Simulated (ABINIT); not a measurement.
The system is NiC.

```xyz
2
Lattice="0.0000 2.0341 2.0341 2.0341 0.0000 2.0341 2.0341 2.0341 0.0000" Properties=species:S:1:pos:R:3 pbc="T T T"
Ni    2.0341    2.0341    2.0341
C     0.0000    0.0000    0.0000
```

The cell was built by a generator and needn't be a form met in nature.

```yaml
Program: ABINIT 10.8.3 (patched build)
Task: relaxation of cell and atoms
Functional: LDA
Potentials_or_basis: JTH PAW LDA v2.0
Cutoff: 1116 eV
k_mesh: 8 × 8 × 8
Occupations: fermi-dirac, width 0.05 eV
Spin: collinear spin, ferromagnetic start
Starting_moments: "[1.0, 0.0] μB"
Hubbard_terms: Ni d U = 1 eV, J = 0.9 eV
```

At the start: pressure -16.3 GPa; volume 8.42 Å³/atom.

Q: How do energy, volume and symmetry change on relaxing?

A: Over 4 steps the energy falls by 26.4 meV/atom and the volume is 7.92 Å³/atom (-5.8 %); space group Fm-3m (No. 225, to 0.05 Å); moment 0.00 μB per cell.

Step by step:
```
step  energy change (eV)  largest force (eV/Å)  pressure (GPa)  volume (Å³)
   1              0.0000                0.0000          -16.27        16.83
   2             -0.0513                0.0000           -3.05        16.01
   3             -0.0529                0.0000            0.29        15.83
   4             -0.0529                0.0000            0.00        15.85
```

Final structure:
```xyz
2
Lattice="0.0000 1.9936 1.9936 1.9936 0.0000 1.9936 1.9936 1.9936 0.0000" Properties=species:S:1:pos:R:3 pbc="T T T"
Ni    1.9936    1.9936    1.9936
C     0.0000    0.0000    0.0000
```

Caveat: the U is typed as a test and isn't derived for this compound.
